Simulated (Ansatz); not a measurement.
# LaIrAs (I4_1md): the equilibrium volume, part 2 of 2

At what volume is LaIrAs (I4_1md) free of pressure?

Ansatz 0.2.0; DFT PBEsol, scalar-relativistic, plane waves, PAW.

**3. Relaxing cell and atoms**

Contents of input.yaml:

```yaml
crystal:
  lattice:
    - [-2.11492566, 2.11492566, 7.50439586]
    - [2.11492566, -2.11492566, 7.50439586]
    - [2.11492566, 2.11492566, -7.50439586]
  atoms:
    - { symbol: As, position: [0.82744007, 0.32744007, 0.5] }
    - { symbol: As, position: [0.07744007, 0.07744007, 0.0] }
    - { symbol: Ir, position: [0.6623619, 0.1623619, 0.5] }
    - { symbol: Ir, position: [0.9123619, 0.9123619, 0.0] }
    - { symbol: La, position: [0.24819803, 0.74819803, 0.5] }
    - { symbol: La, position: [0.49819803, 0.49819803, 0.0] }
basis:
  ecutwfc: 420
kpoints:
  mp_grid: { grid: [10, 10, 10] }
hamiltonian:
  xc: pbesol
scf:
  occupations: { method: gaussian, width: 0.05 }
output:
  forces: true
  stress: true
  eigenvalues: true
  write_density: true
  write_potential: true
  elf: true
  volumetric_format: npy
relax:
  adjacent_minimum: "off"
  f_tol: 0.005
  max_steps: 80
  cell: { stress_tol: 0.05 }
```

Launch:

```console
ansatz run input.yaml --threads 8 --pin off --max-ram 14336MiB --backend cpu --events-out ev --progress --plain --runs-dir out
```

Standard output:

```text
Warning: RAYON_NUM_THREADS=8 ignored (pool sized by the plan → 8); use --threads N
basis.fft_grid_basis auto: the FFT boxes are laid along the combinations [[1, -1, 0], [0, 1, 0], [1, 0, 1]] of the cell's own vectors, 5.982, 8.078 and 4.230 Å long. The dense box has 40×54×30 points. Along the cell's own vectors, as sized, it would have 54×54×54, 2.43 times as many. Of the 8 symmetry operations that the crystal satisfies within crystal.symmetry.tolerance (time reversal apart; of a slab, those that keep its plane) the dense box along the cell's own vectors carries 8, and the one as laid loses 7 of those. basis.fft_grid_basis: typed keeps the cell's own vectors: state it where this run's energies or levels are differenced outside the engine with another run's, or held beside a run that keeps those vectors. Those combinations have planes normal to reciprocal vector 3, as the cell's own vectors have. Each planar average written beside output.write_density, output.write_potential has a row for each plane of the box: 30. The volumetric files lie along those combinations, not along the cell's own vectors: a cube or XSF file states them, and fields.json those of NumPy files.
Engine: ansatz 0.2.0, aarch64-unknown-linux-gnu
Pseudopotentials: kind: paw
Pseudopotential: As, paw, valence charge 15, recommended cutoff 420 eV (normal), As.paw.azcp
Pseudopotential: Ir, paw, valence charge 17, recommended cutoff 420 eV (normal), Ir.paw.azcp
Pseudopotential: La, paw, valence charge 11, recommended cutoff 420 eV (normal), La.paw.azcp
Functional definition: PBEsol
  exchange = pbesol_x
  correlation = pbesol_c
Crystal: 6 atoms, lattice volume = 134.266 Å³
Basis set: ecut = 420 eV, 2589 PW (Γ), FFT grids on a1−a2, a2, a1+a3, exchange–correlation on 80×108×60 points (8 copies of the dense FFT grid, shifted against one another)
Bands: 52, of which v1, the nominal top of the filled ones, is band 43 counted from 1 (42 counted from 0)
Symmetry: 8 space group operations
Space group: I41md (ITA 109), of the structure as read, at distance tolerance 5.1e-5 Å
k-points: 102 of 1000 (time reversal used)
Non-local potential: As, projectors of the file, l = 0: 2, l = 1: 2, l = 2: 3, l = 3: 1
Non-local potential: Ir, projectors of the file, l = 0: 3, l = 1: 2, l = 2: 2, l = 3: 1
Non-local potential: La, projectors of the file, l = 0: 3, l = 1: 2, l = 2: 2, l = 3: 3
PAW form: soft (Blöchl's): semilocal exchange-correlation on the pseudo side does not see the compensation charge
PAW frozen core: As, regenerated for the run's functional, and the local potential with it (the file was generated under x = pbe(κ = 0.804, μ = 0.2195149727645171), c = pbe(β = 0.06672455060314922))
PAW frozen core: Ir, regenerated for the run's functional, and the local potential with it (the file was generated under x = pbe(κ = 0.804, μ = 0.2195149727645171), c = pbe(β = 0.06672455060314922))
PAW frozen core: La, regenerated for the run's functional, and the local potential with it (the file was generated under x = pbe(κ = 0.804, μ = 0.2195149727645171), c = pbe(β = 0.06672455060314922))
PAW one-centre angular grid: As, 590 points (default); XC on 64 Gauss nodes
PAW one-centre angular grid: Ir, 590 points (default); XC on 64 Gauss nodes
PAW one-centre angular grid: La, 590 points (default); XC on 64 Gauss nodes
Initial density: superposition of atomic densities (neutral atoms: chi_scale 0, normalization atom), corrected by the library's trained network
Initial wavefunctions: pseudopotential atomic-orbital guess
Functional: x = pbesol(κ = 0.804, μ = 0.12345679012345678), c = pbesol(β = 0.046)
SCF iter   1: F=—  HF=-45552.641083 eV  |F-HF|=—  |Δ(HF+E_count)|=         —  Δρ=4.04e-3  dr2=1.47e-2  ethr=1.77e-3  ⟨swp⟩=6.7  Hψ=18707  notcnv=0  defer=3
preconditioner: auto → Kerker (q_TF=auto, 2.533 Å⁻¹)  [metal: Δε(μ)=0.017 eV  Ē_g=8.734 eV  σ=0.050 eV  W_gap=0.19  n_scr=34 (ndim 8)  ℏωp=21.7 eV  f_vac=0.000  D(μ)=2.89/eV (n_scr^D=20)]
SCF iter   2: F=—  HF=-45552.641999 eV  |F-HF|=—  |Δ(HF+E_count)|=   9.16e-4  Δρ=2.33e-3  dr2=4.05e-3  ethr=1.71e-5  ⟨swp⟩=3.0  Hψ=13039  notcnv=0  defer=384
SCF iter   3: F=—  HF=-45552.641821 eV  |F-HF|=—  |Δ(HF+E_count)|=   1.78e-4  Δρ=6.55e-4  dr2=6.80e-4  ethr=4.71e-6  ⟨swp⟩=2.5  Hψ=7295  notcnv=0  defer=384
SCF iter   4: F=—  HF=-45552.641730 eV  |F-HF|=—  |Δ(HF+E_count)|=   9.12e-5  Δρ=1.93e-4  dr2=6.34e-5  ethr=7.90e-7  ⟨swp⟩=2.2  Hψ=8115  notcnv=0  defer=384
SCF iter   5: F=—  HF=-45552.641734 eV  |F-HF|=—  |Δ(HF+E_count)|=   4.32e-6  Δρ=6.73e-5  dr2=1.22e-5  ethr=7.37e-8  ⟨swp⟩=2.0  Hψ=8838  notcnv=0  defer=384
SCF iter   6: F=—  HF=-45552.641728 eV  |F-HF|=—  |Δ(HF+E_count)|=   6.51e-6  Δρ=3.20e-5  dr2=2.80e-6  ethr=1.42e-8  ⟨swp⟩=2.0  Hψ=8777  notcnv=0  defer=384
SCF iter   7: F=—  HF=-45552.641727 eV  |F-HF|=—  |Δ(HF+E_count)|=   4.42e-7  Δρ=7.81e-6  dr2=1.31e-7  ethr=3.26e-9  ⟨swp⟩=2.0  Hψ=7964  notcnv=0  defer=384
SCF iter   8: F=-45552.641727 eV  HF=-45552.641727 eV  |F-HF|=4.58e-9  |Δ(HF+E_count)|=   1.92e-8  Δρ=1.77e-6  dr2=7.78e-9  ethr=1.16e-10  ⟨swp⟩=18.5  Hψ=45069  notcnv=0
SCF 1 converged in 8 iterations: F = -45552.641727 eV  dr2 = 7.78e-9
relax step   1: F+E_penalty+E_count = -45552.64172714 eV  Δ(F+E_penalty+E_count) = +0.000e0 eV  max|allowed force component| = 1.125e-2 eV/Å  Δτ_max = 0.0000 Å  P = -4.486 GPa  Ω = 134.266 Å³  (8 SCF iters, dr2 threshold 1.00e-7 eV, accepted)
Crystal: 6 atoms, lattice volume = 124.706 Å³
Basis set: ecut = 420 eV, 2429 PW (Γ), FFT grids on a1−a2, a2, a1+a3, exchange–correlation on 80×108×60 points (8 copies of the dense FFT grid, shifted against one another)
Initial density: handed on by an earlier stage of this run
Initial wavefunctions: those handed on with the density
iter 1 solved again at ethr=1.11e-4 eV; its pass at ethr=3.10e-3 eV (dr2=9.52e-2 eV) is discarded
SCF iter   1: F=—  HF=-45552.662389 eV  |F-HF|=—  |Δ(HF+E_count)|=         —  Δρ=6.28e-3  dr2=9.67e-2  ethr=1.11e-4  ⟨swp⟩=2.3  Hψ=35057  notcnv=0
preconditioner: auto → Kerker (q_TF=auto, 2.564 Å⁻¹)  [metal: Δε(μ)=0.003 eV  Ē_g=8.959 eV  σ=0.050 eV  W_gap=0.03  n_scr=34 (ndim 8)  ℏωp=22.6 eV  f_vac=0.000  D(μ)=3.08/eV (n_scr^D=20)]
SCF iter   2: F=—  HF=-45552.647655 eV  |F-HF|=—  |Δ(HF+E_count)|=   1.47e-2  Δρ=2.39e-3  dr2=1.39e-2  ethr=1.11e-4  ⟨swp⟩=3.4  Hψ=7879  notcnv=0  defer=1
SCF iter   3: F=—  HF=-45552.645235 eV  |F-HF|=—  |Δ(HF+E_count)|=   2.42e-3  Δρ=7.28e-4  dr2=9.42e-4  ethr=1.61e-5  ⟨swp⟩=2.3  Hψ=9430  notcnv=0  defer=4
SCF iter   4: F=—  HF=-45552.644974 eV  |F-HF|=—  |Δ(HF+E_count)|=   2.61e-4  Δρ=1.48e-4  dr2=4.41e-5  ethr=1.09e-6  ⟨swp⟩=2.5  Hψ=9495  notcnv=0  defer=5
SCF iter   5: F=—  HF=-45552.644980 eV  |F-HF|=—  |Δ(HF+E_count)|=   6.77e-6  Δρ=5.61e-5  dr2=8.24e-6  ethr=5.12e-8  ⟨swp⟩=2.0  Hψ=9374  notcnv=0  defer=4
SCF iter   6: F=—  HF=-45552.644973 eV  |F-HF|=—  |Δ(HF+E_count)|=   7.29e-6  Δρ=2.67e-5  dr2=1.87e-6  ethr=9.58e-9  ⟨swp⟩=2.0  Hψ=9161  notcnv=0  defer=4
SCF iter   7: F=-45552.644973 eV  HF=-45552.644973 eV  |F-HF|=5.94e-8  |Δ(HF+E_count)|=   4.39e-7  Δρ=7.59e-6  dr2=1.08e-7  ethr=6.98e-10  ⟨swp⟩=15.8  Hψ=53458  notcnv=0
SCF 2 converged in 7 iterations: F = -45552.644973 eV  dr2 = 1.08e-7
  Residual-converged pass: ⟨swp⟩=1.0  Hψ=5713  notcnv=0  max |occ|·‖R‖ = 7.0e-9 eV (tolerance 1.0e-8 eV)  dr2=1.08e-7  dr2_onsite=4.72e-9  max |Δocc| = 9.4e-13
relax step   2: F+E_penalty+E_count = -45552.64497270 eV  Δ(F+E_penalty+E_count) = -3.246e-3 eV  max|allowed force component| = 6.038e-2 eV/Å  Δτ_max = 0.0061 Å  P = +5.008 GPa  Ω = 124.706 Å³  energy of the carried Pulay correction = +1.348e-3 eV  (7 SCF iters, dr2 threshold 6.00e-7 eV, accepted)
Crystal: 6 atoms, lattice volume = 129.602 Å³
Basis set: ecut = 420 eV, 2525 PW (Γ), FFT grids on a1−a2, a2, a1+a3, exchange–correlation on 80×108×60 points (8 copies of the dense FFT grid, shifted against one another)
iter 1 solved again at ethr=3.18e-5 eV; its pass at ethr=3.10e-3 eV (dr2=2.74e-2 eV) is discarded
SCF iter   1: F=—  HF=-45552.718744 eV  |F-HF|=—  |Δ(HF+E_count)|=         —  Δρ=3.35e-3  dr2=2.91e-2  ethr=3.18e-5  ⟨swp⟩=2.1  Hψ=32374  notcnv=0
preconditioner: auto → Kerker (q_TF=auto, 2.548 Å⁻¹)  [metal: Δε(μ)=0.006 eV  Ē_g=8.905 eV  σ=0.050 eV  W_gap=0.06  n_scr=34 (ndim 8)  ℏωp=22.1 eV  f_vac=0.000  D(μ)=2.96/eV (n_scr^D=20)]
SCF iter   2: F=—  HF=-45552.714316 eV  |F-HF|=—  |Δ(HF+E_count)|=   4.43e-3  Δρ=1.29e-3  dr2=4.34e-3  ethr=3.18e-5  ⟨swp⟩=3.0  Hψ=7553  notcnv=0
SCF iter   3: F=—  HF=-45552.713595 eV  |F-HF|=—  |Δ(HF+E_count)|=   7.21e-4  Δρ=4.11e-4  dr2=3.11e-4  ethr=5.05e-6  ⟨swp⟩=2.0  Hψ=6894  notcnv=0
SCF iter   4: F=—  HF=-45552.713505 eV  |F-HF|=—  |Δ(HF+E_count)|=   9.04e-5  Δρ=9.87e-5  dr2=2.29e-5  ethr=3.62e-7  ⟨swp⟩=2.0  Hψ=9678  notcnv=0
SCF iter   5: F=—  HF=-45552.713502 eV  |F-HF|=—  |Δ(HF+E_count)|=   2.36e-6  Δρ=3.66e-5  dr2=3.74e-6  ethr=2.67e-8  ⟨swp⟩=2.0  Hψ=8902  notcnv=0
SCF iter   6: F=—  HF=-45552.713500 eV  |F-HF|=—  |Δ(HF+E_count)|=   2.62e-6  Δρ=2.07e-5  dr2=1.17e-6  ethr=4.34e-9  ⟨swp⟩=2.0  Hψ=9230  notcnv=0
SCF iter   7: F=-45552.713499 eV  HF=-45552.713499 eV  |F-HF|=5.36e-8  |Δ(HF+E_count)|=   2.18e-7  Δρ=6.36e-6  dr2=7.79e-8  ethr=6.98e-10  ⟨swp⟩=15.5  Hψ=54280  notcnv=0
the search or the solves at the SCF's close seem to have found levels that the self-consistency loop had missed (the run counts 1). By its estimate they hold under 1e-12 electrons; where the run keeps them, the occupations were computed again with them
SCF 3 converged in 7 iterations: F = -45552.713499 eV  dr2 = 7.79e-8
  Residual-converged pass: ⟨swp⟩=1.0  Hψ=5714  notcnv=0  max |occ|·‖R‖ = 7.0e-9 eV (tolerance 1.0e-8 eV)  dr2=7.79e-8  dr2_onsite=2.36e-9  max |Δocc| = 4.9e-12
relax step   3: F+E_penalty+E_count = -45552.71349936 eV  Δ(F+E_penalty+E_count) = -6.853e-2 eV  max|allowed force component| = 1.833e-3 eV/Å  Δτ_max = 0.0053 Å  P = -0.311 GPa  Ω = 129.602 Å³  energy of the carried Pulay correction = +6.454e-4 eV  (7 SCF iters, dr2 threshold 6.00e-7 eV, accepted)
Crystal: 6 atoms, lattice volume = 129.312 Å³
iter 1 solved again at ethr=6.19e-8 eV; its pass at ethr=3.10e-3 eV (dr2=5.33e-5 eV) is discarded
SCF iter   1: F=—  HF=-45552.713854 eV  |F-HF|=—  |Δ(HF+E_count)|=         —  Δρ=1.84e-4  dr2=8.67e-5  ethr=6.19e-8  ⟨swp⟩=3.0  Hψ=27878  notcnv=0
preconditioner: auto → Kerker (q_TF=auto, 2.549 Å⁻¹)  [metal: Δε(μ)=0.006 eV  Ē_g=8.879 eV  σ=0.050 eV  W_gap=0.07  n_scr=34 (ndim 8)  ℏωp=22.1 eV  f_vac=0.000  D(μ)=3.01/eV (n_scr^D=20)]
SCF iter   2: F=—  HF=-45552.713843 eV  |F-HF|=—  |Δ(HF+E_count)|=   1.08e-5  Δρ=6.98e-5  dr2=1.25e-5  ethr=6.19e-8  ⟨swp⟩=2.0  Hψ=6415  notcnv=0
SCF iter   3: F=—  HF=-45552.713841 eV  |F-HF|=—  |Δ(HF+E_count)|=   2.12e-6  Δρ=2.16e-5  dr2=8.09e-7  ethr=1.46e-8  ⟨swp⟩=2.0  Hψ=6778  notcnv=0
iter 4 did not close the SCF: its close was put off for the readings that it lacked (scf_convergence_deferred on its scf_iter line)
SCF iter   4: F=-45552.713841 eV  HF=-45552.713841 eV  |F-HF|=2.29e-8  |Δ(HF+E_count)|=   2.11e-7  Δρ=4.50e-6  dr2=3.99e-8  ethr=9.41e-10  ⟨swp⟩=2.0  Hψ=9685  notcnv=0
iter 5 did not close the SCF: its close was put off for the readings that it lacked (scf_convergence_deferred on its scf_iter line)
SCF iter   5: F=-45552.713841 eV  HF=-45552.713841 eV  |F-HF|=1.47e-8  |Δ(HF+E_count)|=   1.54e-9  Δρ=1.61e-6  dr2=6.72e-9  ethr=4.64e-11  ⟨swp⟩=2.0  Hψ=8905  notcnv=0
SCF iter   6: F=-45552.713841 eV  HF=-45552.713841 eV  |F-HF|=1.22e-9  |Δ(HF+E_count)|=   5.85e-9  Δρ=8.37e-7  dr2=1.89e-9  ethr=7.81e-12  ⟨swp⟩=7.7  Hψ=35820  notcnv=0
SCF 4 converged in 6 iterations: F = -45552.713841 eV  dr2 = 1.89e-9
relax step   4: F+E_penalty+E_count = -45552.71384079 eV  Δ(F+E_penalty+E_count) = -3.414e-4 eV  max|allowed force component| = 1.328e-3 eV/Å  Δτ_max = 0.0003 Å  P = -0.021 GPa  Ω = 129.312 Å³  energy of the carried Pulay correction = +6.863e-4 eV  (6 SCF iters, dr2 threshold 3.20e-7 eV, accepted)
Initial wavefunctions: pseudopotential atomic-orbital guess (no wavefunctions were taken with the density)
iter 1 solved again at ethr=5.54e-7 eV; its pass at ethr=3.10e-3 eV (dr2=4.76e-4 eV) is discarded
SCF iter   1: F=—  HF=-45552.713097 eV  |F-HF|=—  |Δ(HF+E_count)|=         —  Δρ=5.36e-5  dr2=6.31e-7  ethr=5.54e-7  ⟨swp⟩=4.0  Hψ=34497  notcnv=0
eigensolver tolerance schedule: the retry pair's looser diagonalisation over-reported the residual by 754.65 of it (diagonalisation noise at 0.16 of the residual, at the tolerance the schedule requests for it); recorded, not acted on — ethr = c·dr2/N_el stays at c = 1.0e-1
preconditioner: auto → Kerker (q_TF=auto, 2.549 Å⁻¹)  [metal: Δε(μ)=0.006 eV  Ē_g=8.881 eV  σ=0.050 eV  W_gap=0.07  n_scr=34 (ndim 8)  ℏωp=22.1 eV  f_vac=0.000  D(μ)=3.00/eV (n_scr^D=20)]
SCF iter   2: F=—  HF=-45552.713109 eV  |F-HF|=—  |Δ(HF+E_count)|=   1.18e-5  Δρ=2.87e-5  dr2=2.04e-7  ethr=7.33e-10  ⟨swp⟩=2.5  Hψ=10307  notcnv=0
SCF iter   3: F=—  HF=-45552.713109 eV  |F-HF|=—  |Δ(HF+E_count)|=   2.23e-9  Δρ=7.89e-6  dr2=1.70e-8  ethr=2.38e-10  ⟨swp⟩=2.0  Hψ=8204  notcnv=0
SCF iter   4: F=—  HF=-45552.713109 eV  |F-HF|=—  |Δ(HF+E_count)|=   3.46e-9  Δρ=1.14e-6  dr2=9.29e-10  ethr=1.98e-11  ⟨swp⟩=2.0  Hψ=9649  notcnv=0
SCF iter   5: F=—  HF=-45552.713109 eV  |F-HF|=—  |Δ(HF+E_count)|=  3.86e-10  Δρ=2.59e-7  dr2=7.27e-11  ethr=1.08e-12  ⟨swp⟩=2.1  Hψ=7984  notcnv=0
SCF iter   6: F=-45552.713109 eV  HF=-45552.713109 eV  |F-HF|=7.28e-12  |Δ(HF+E_count)|=  2.18e-11  Δρ=4.71e-8  dr2=4.51e-12  ethr=1.00e-12  ⟨swp⟩=10.2  Hψ=30523  notcnv=0
SCF 5 converged in 6 iterations: F = -45552.713109 eV  dr2 = 4.51e-12
relax step   5: F+E_penalty+E_count = -45552.71310867 eV  Δ(F+E_penalty+E_count) = +7.321e-4 eV  max|allowed force component| = 1.323e-3 eV/Å  Δτ_max = 0.0000 Å  P = -0.017 GPa  Ω = 129.312 Å³  stress off target by 2.73e-2 GPa  SCF on the basis re-selected at this cell (its energy is not comparable with the rows above)  (6 SCF iters)
basis re-selected at this cell: Δ(F+E_penalty+E_count) = +7.321e-4 eV, ΔP = +0.004 GPa vs the last step (what re-selecting the basis moved, of the pressure what is left beyond the Pulay correction that the steps carried, after the strain that the cell walked since its last selection, with what the two solves' SCF thresholds leave and, on support functions, any second-order correction that the steps lacked; it is no measure of the basis error at this ecutwfc). This SCF's stress stands 2.73e-2 GPa from its target on what of the cell is left free (relax.cell.stress_tol is 5.00e-2 GPa) and its largest allowed force component is 1.32e-3 eV/Å (relax.f_tol is 5.00e-3 eV/Å): within both
SCF converged after 6 iterations
Free energy (F): -45552.713109 eV
Harris-Foulkes:  -45552.713109 eV  (|F-HF|=7.28e-12)
Internal energy: -45552.709353 eV  (E = F + TS)
E sigma→0 (E₀):  -45552.711231 eV
Entropy (-TS):   -0.003755 eV (-0.626 meV/atom)
Fermi energy:    15.214325 eV
--- Per-component energies (eV) ---
  E_band       = -797.632301
  E_kinetic    = 1846.896481
  E_local      = -7716.439527  (includes V_loc(G=0)·N_el)
  E_nonlocal   = -982.988923
  E_hartree    = 3628.825160
  E_xc         = -969.784058
  E_vxc        = -1056.133487  (∫ρ·V_xc dr)
  E_paw        = -32427.354891  (= ΣΔE_a)
  E_vpaw       = -146.617300  (= ΣTr[D̂ρ^β])
  E_aug_tail   = 0.000103  (compensation charges beyond the density's cutoff)
  E_ewald      = -8934.666145
  E_core_change = 2.802446  (= ΣΔE_core)
  E_smearing   = -0.003755  (= −TS)
  E_closure    = 0.000000  (closes the sum)
  Σ components = -45552.713109   (vs F -45552.713109, Δ=0.00e0)
--- Forces (eV/Å), atoms counted from 1 ---
  atom   1  As    -0.00000000    -0.00000000    -0.00038685
  atom   2  As     0.00000000     0.00000000    -0.00038685
  atom   3  Ir     0.00000000     0.00000000     0.00132276
  atom   4  Ir     0.00000000    -0.00000000     0.00132276
  atom   5  La     0.00000000     0.00000000    -0.00093589
  atom   6  La    -0.00000000    -0.00000000    -0.00093589
  max |Σ_I F_I| component: 4.87e-8 eV/Å
--- Stress (GPa, compression-positive) ---
       -0.012141      -0.000000      -0.000000
       -0.000000      -0.012141      -0.000000
       -0.000000      -0.000000      -0.027316
  P = ⅓ Tr σ = -0.0172 GPa (-0.172 kbar)
--- Band table (eV; the first three rows and the last of 102) ---
  k-point 0: bands = ["-76.2340", "-76.2339", "-33.2440", "-33.2418", "-33.2418", "-33.2403", "-32.9752", "-32.9752", "-20.3161", "-20.3139", "-20.3105", "-20.3096", "-20.3095", "-20.3087", "-20.3087", "-20.3060", "-20.3060", "-20.3042", "-16.9640", "-16.9263", "-1.1914", "-0.6417", "-0.6417", "-0.6235", "-0.6235", "-0.5958", "3.0322", "4.2452", "9.3231", "10.0781", "10.8524", "10.8524", "11.9147", "12.2038", "12.2758", "12.2758", "12.7427", "13.0476", "13.0610", "14.4407", "14.4407", "15.3850", "15.5773", "15.6592", "15.6592", "16.0639", "17.4064", "17.5648", "17.5648", "17.7807", "17.8075", "17.8207"]
  k-point 1: bands = ["-76.2339", "-76.2339", "-33.2439", "-33.2421", "-33.2420", "-33.2403", "-32.9754", "-32.9753", "-20.3159", "-20.3138", "-20.3104", "-20.3096", "-20.3095", "-20.3090", "-20.3090", "-20.3060", "-20.3060", "-20.3044", "-16.9580", "-16.9230", "-1.1508", "-0.7200", "-0.6893", "-0.6867", "-0.6580", "-0.5852", "3.2369", "4.2468", "9.4708", "10.1585", "10.6471", "10.8496", "11.8449", "11.8899", "12.3559", "12.3843", "12.9335", "12.9934", "13.1039", "14.0997", "14.4597", "15.2647", "15.3113", "15.5112", "16.2132", "16.2785", "17.4712", "17.4800", "17.5839", "17.7863", "17.7969", "17.8056"]
  k-point 2: bands = ["-76.2339", "-76.2339", "-33.2439", "-33.2429", "-33.2422", "-33.2403", "-32.9759", "-32.9758", "-20.3155", "-20.3135", "-20.3105", "-20.3099", "-20.3098", "-20.3096", "-20.3093", "-20.3062", "-20.3062", "-20.3048", "-16.9428", "-16.9148", "-1.0508", "-0.8964", "-0.7895", "-0.7816", "-0.7446", "-0.5850", "3.6456", "4.2244", "9.6891", "10.3536", "10.3910", "10.9869", "11.5042", "11.5987", "12.5783", "12.6059", "12.7298", "12.9708", "13.3807", "13.8295", "14.2097", "14.8551", "15.0451", "15.5312", "16.5947", "16.8076", "17.3278", "17.4407", "17.5272", "17.7010", "17.7895", "17.8098"]
  k-point 101: bands = ["-76.2339", "-76.2339", "-33.2421", "-33.2421", "-33.2418", "-33.2418", "-32.9751", "-32.9751", "-20.3155", "-20.3155", "-20.3095", "-20.3095", "-20.3088", "-20.3088", "-20.3068", "-20.3068", "-20.3059", "-20.3059", "-16.9452", "-16.9452", "-0.9228", "-0.9228", "-0.6650", "-0.6650", "-0.5996", "-0.5996", "3.6413", "3.6413", "9.7253", "9.7253", "10.7044", "10.7044", "12.0780", "12.0780", "12.6895", "12.6895", "12.8881", "12.8881", "13.6964", "13.6964", "14.0458", "14.0458", "15.8371", "15.8371", "16.2613", "16.2613", "17.5629", "17.5629", "17.7531", "17.7531", "17.8054", "17.8054"]
--- Relaxed structure (4 steps of the walk, 4 accepted, 1 SCFs on fresh bases) ---
  F+E_penalty+E_count = -45552.71310867 eV   max|allowed force component| = 1.323e-3 eV/Å   (the final SCF, on the basis selected at the relaxed cell)
  cell:  # Å, volume = 129.3125 Å³
    - [-2.0857657024177727, 2.0857657024177727, 7.4310367597864095]
    - [2.0857657024177727, -2.0857657024177727, 7.4310367597864095]
    - [2.0857657024177727, 2.0857657024177727, -7.4310367597864095]
  atoms:
    - { symbol: As, position: [0.8273896323738575, 0.32738963237385765, 0.5] }
    - { symbol: As, position: [0.07738963237385756, 0.07738963237385756, 2.1095025790761414e-34] }
    - { symbol: Ir, position: [0.6625893253292172, 0.16258932532921733, 0.5] }
    - { symbol: Ir, position: [0.9125893253292172, 0.9125893253292172, 3.0473720765840464e-34] }
    - { symbol: La, position: [0.2480210422969251, 0.748021042296925, 0.49999999999999994] }
    - { symbol: La, position: [0.49802104229692506, 0.49802104229692506, 3.8347940283293802e-34] }
```

Wall time 83 s (8 threads of Arm Neoverse V1, shared host); peak memory 1 GiB.

Step by step:

```
step  energy from step 1 (meV/atom)  largest force component (eV/Å)  pressure (GPa)  volume (Å³/atom)
   1                            0.0                           0.011           -4.49            22.378
   2                           -0.5                           0.060            5.01            20.784
   3                          -12.0                           0.002           -0.31            21.600
   4                          -12.0                           0.001           -0.02            21.552
   5                          -11.9                           0.001           -0.02            21.552
```

Step 1 is the start. Step 5 repeats the geometry before it on a plane-wave basis chosen anew for the final cell, which shifts the energy by +0.1 meV/atom.

This gives: volume 21.552 Å³/atom, pressure -0.02 GPa, metallic.

**4. The cell, before and after**

The cell before and after:

| cell as typed | before | after | change |
| --- | --- | --- | --- |
| a (Å) | 8.078 | 7.995 | -1.0 % |
| b (Å) | 8.078 | 7.995 | -1.0 % |
| c (Å) | 8.078 | 7.995 | -1.0 % |
| α (°) | 149.65 | 149.76 | +0.11° |
| β (°) | 149.65 | 149.76 | +0.11° |
| γ (°) | 43.46 | 43.30 | -0.16° |
| volume (Å³/atom) | 22.378 | 21.552 | -3.7 % |
| shortest distance (Å) | 2.469 | 2.440 | -1.2 % |
| space group | I4_1md | I4_1md | same |

**5. Summary of results**

What follows sums up all 2 parts. Changes of volume or cell count from the first structure of part 1.

```
         quantity                                                                       value
           volume                                                              21.552 Å³/atom
         pressure                                                                   -0.02 GPa
conventional cell  a = 4.172 Å, b = 4.172 Å, c = 14.862 Å, α = 90.00°, β = 90.00°, γ = 90.00°
  gap on the mesh                                                                none (metal)
```

**Reading.** Over the 2 runs shown the cell moved from 22.38 to 21.55 Å³/atom, a change of -3.7 %, where the pressure is zero within 0.02 GPa. Spin–orbit coupling is left out, though the cell holds Ir; in elements this heavy it can shift levels and gaps by tenths of an eV.
